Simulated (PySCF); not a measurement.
# EuCl3(NH3): other functionals and bases at one geometry

An exercise on one series of results from a longer session: the logs are not shown, and one member is left open.

Computed with PySCF 2.14.0. Level: several levels, as the steps say, no spin–orbit coupling.

1 further run of the same task is left out (for a known fault of the program).

## Starting geometry

8 atoms, charge 0, spin multiplicity 1.

Bond lengths: Eu1–Cl2 2.529 Å, Eu1–Cl3 2.529 Å, Eu1–Cl4 2.529 Å, Eu1–N5 2.504 Å, N5–H6 1.023 Å, N5–H7 1.023 Å, N5–H8 1.023 Å. Angles: Cl2–Eu1–Cl3 119.4°, Cl2–Eu1–Cl4 119.4°, Cl2–Eu1–N5 94.4°, Cl3–Eu1–Cl4 119.4°, Cl3–Eu1–N5 94.4°, Cl4–Eu1–N5 94.4°, Eu1–N5–H6 112.3°, Eu1–N5–H7 112.3°, Eu1–N5–H8 112.3°, H6–N5–H7 106.5°, H6–N5–H8 106.5°, H7–N5–H8 106.5°.

Coordinates:

```xyz
8
Cl3EuH3N
Eu    0.0336   -0.0336    0.0336
Cl    1.1761    1.9123    1.1761
Cl   -1.9123   -1.1761    1.1761
Cl    1.1761   -1.1761   -1.9123
N    -1.4120    1.4120   -1.4120
H    -2.0220    2.0220   -0.8630
H    -0.8630    2.0220   -2.0220
H    -2.0220    0.8630   -2.0220
```

Formal oxidation states: Eu +3. Each metal's 6 4f electrons lie in its core potential, so multiplicities, spins and levels count the valence alone. An earlier session relaxed this geometry at PBE0, Eu lcecp-1-SVP with ECP52, Cl def2-SVP, N def2-SVP, H def2-SVP (singlet, point group C3v).

At PBE0 on the finer grid: E = -1471.791035 Eh, HOMO -8.40 eV, LUMO -1.13 eV, Mulliken charge on Eu1 +0.83 e, largest force component 0.004 eV/Å. 

Levels to run: revPBE; wB97X; PBE0, TZVP. Hardware: 2 threads of Arm Neoverse V1, shared host.

The first run:

run.py (the lines that set the calculation)

```python
mol = gto.M(atom='''
Eu     0.03365    -0.03365     0.03365
Cl     1.17609     1.91229     1.17609
Cl    -1.91229    -1.17609     1.17609
Cl     1.17609    -1.17609    -1.91229
N     -1.41200     1.41200    -1.41200
H     -2.02200     2.02200    -0.86304
H     -0.86304     2.02200    -2.02200
H     -2.02200     0.86304    -2.02200''',
    basis={'Eu': 'lcecp-1-SVP', 'Cl': 'def2-SVP', 'N': 'def2-SVP', 'H': 'def2-SVP'},
    ecp={'Eu': 'lcecp-1-SVP'},
    charge=0, spin=0)
mf = dft.RKS(mol, xc='PBE_R,PBE')
mf.grids.atom_grid = (75, 302)  # f atoms: unpruned, at least (60, 302)
mf = mf.density_fit()  # fitting sets: Eu AutoAux, Cl def2-universal-JKFIT, N def2-universal-JKFIT, H def2-universal-JKFIT
mf.conv_tol = 1e-08; mf.max_cycle = 55
mf.kernel(dm0)  # dm0: the density of the relaxed state
```

Command:

```sh
OMP_NUM_THREADS=2 python run.py
```

Among the steps run: revPBE; wB97X; PBE0, TZVP.

One table of the session follows, with a row left open; its other results are not shown here.

| level | HOMO (eV) | gap (eV) | charge on Eu1 (e) | dipole (D) | largest force component (eV/Å) |
| --- | --- | --- | --- | --- | --- |
| PBE0 (relaxed here) | -8.40 | 7.27 | 0.83 | 5.24 | 0.00 |
| revPBE | -6.95 | 5.25 | 0.70 | 5.18 | 0.23 |
| wB97X | ? | ? | ? | ? | ? |
| PBE0, TZVP | -8.54 | 7.27 | 1.36 | 5.15 | 0.22 |

Estimate the missing values for wB97X.

As computed: HOMO (eV): -10.77; gap (eV): 11.35; charge on Eu1 (e): 0.84; dipole (D): 5.24; largest force component (eV/Å): 0.08. In the column «HOMO (eV)» it is the lowest.

In one basis the HOMO–LUMO gap runs from 5.25 eV (revPBE) to 11.35 eV (wB97X). The largest leftover force, 0.23 eV/Å with revPBE, stands at a geometry relaxed at another level. With 4f in the core, its levels are missing from HOMO and gap, and its count is fixed, so no charge can pass from the ligands into it. Total energies of different levels can't be compared.
